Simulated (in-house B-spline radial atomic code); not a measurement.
# Au¹²⁺: ionisation energy by several methods

Wanted: one ionisation energy, Au¹²⁺ to configuration [Kr] 4d10 4f14 5s2 5p4, up the ladder of functionals.

The numbers are computed with in-house B-spline radial atomic code version 1 (scalar-relativistic (X2C), several functionals, spin-polarised; spherical all-electron atom at the radial basis limit), except any that are marked as measured or tabulated.

## Step 1: The atom as given

```
element       : gold (Z = 79)
charge        : +12
electrons     : 67
configuration : [Kr] 4d10 4f14 5s2 5p5
nucleus       : Fermi, rms radius 5.437 fm
```

Outer shells as boxes (Hund's rule):

[Kr] 4d10 4f14 5s2 5p5
```
[Kr] core
4d [↑↓][↑↓][↑↓][↑↓][↑↓]
4f [↑↓][↑↓][↑↓][↑↓][↑↓][↑↓][↑↓]
5s [↑↓]
5p [↑↓][↑↓][↑ ]
```

Where spins are not typed, each open shell is filled with up spins first.

## Step 2: exchange-only LDA

Settings of the run:

```ini
Z = 79
electrons = 67.0
configuration = [Kr] 4d10 4f14 5s2 5p5
hamiltonian = x2c
method = lda,
spin_polarised = True
nucleus = fermi
rms_radius = 5.4371
mass_number = 197
atomic_mass = 196.966570103
speed_of_light = 137.035999084
```

## Step 3: r2SCAN

The settings differ from step 2 so:

```diff
@@ -4,3 +4,3 @@
 hamiltonian = x2c
-method = lda,
+method = r2scan
 spin_polarised = True
```

## Step 4: AM05

The settings differ from step 3 so:

```diff
@@ -4,3 +4,3 @@
 hamiltonian = x2c
-method = r2scan
+method = am05
 spin_polarised = True
```

## Step 5: TPSS

The settings differ from step 4 so:

```diff
@@ -4,3 +4,3 @@
 hamiltonian = x2c
-method = am05
+method = tpss,tpss
 spin_polarised = True
```

Q: The tabulated ionisation energy is 275 ± 14 eV (tabulated theoretical; NIST Atomic Spectra Database). What does each method give, and which comes nearest?

As calculated:

| method | rung | total energy (hartree) | ΔSCF (eV) | −ε highest (eV) | ΔSCF less tabulated (eV) |
| --- | --- | --- | --- | --- | --- |
| exchange-only LDA | LDA | -18952.9825 | 273.45 | 262.40 (5p down) | -1.55 |
| AM05 | GGA | -18961.2975 | 275.19 | 264.18 (5p down) | +0.19 |
| r2SCAN | meta-GGA | -18972.2992 | 275.43 | 264.83 (5p down) | +0.43 |
| TPSS | meta-GGA | -18971.6545 | 274.97 | 264.07 (5p down) | -0.03 |

What this shows: Against the tabulated ionisation energy, 275 ± 14 eV (tabulated theoretical; NIST Atomic Spectra Database), the best here is TPSS (-0.03 eV) and the worst exchange-only LDA (-1.55 eV, or 0.56 %). The table's own uncertainty is as large as these misses, so the order means little. Relativistic terms that these runs lack can be as large as the gaps between close methods, so the nearest may be so by luck. Spin-orbit coupling is left out. Open shells are averaged (over orientations, and over spins where the run is restricted), while tables refer to the lowest levels. For the semilocal functionals minus the highest level recovers only 96 % of their own ΔSCF value, a mark of self-interaction.

Members of this set that are not shown: 3 used exact exchange with fractional occupations of an open shell, which is unsound here.
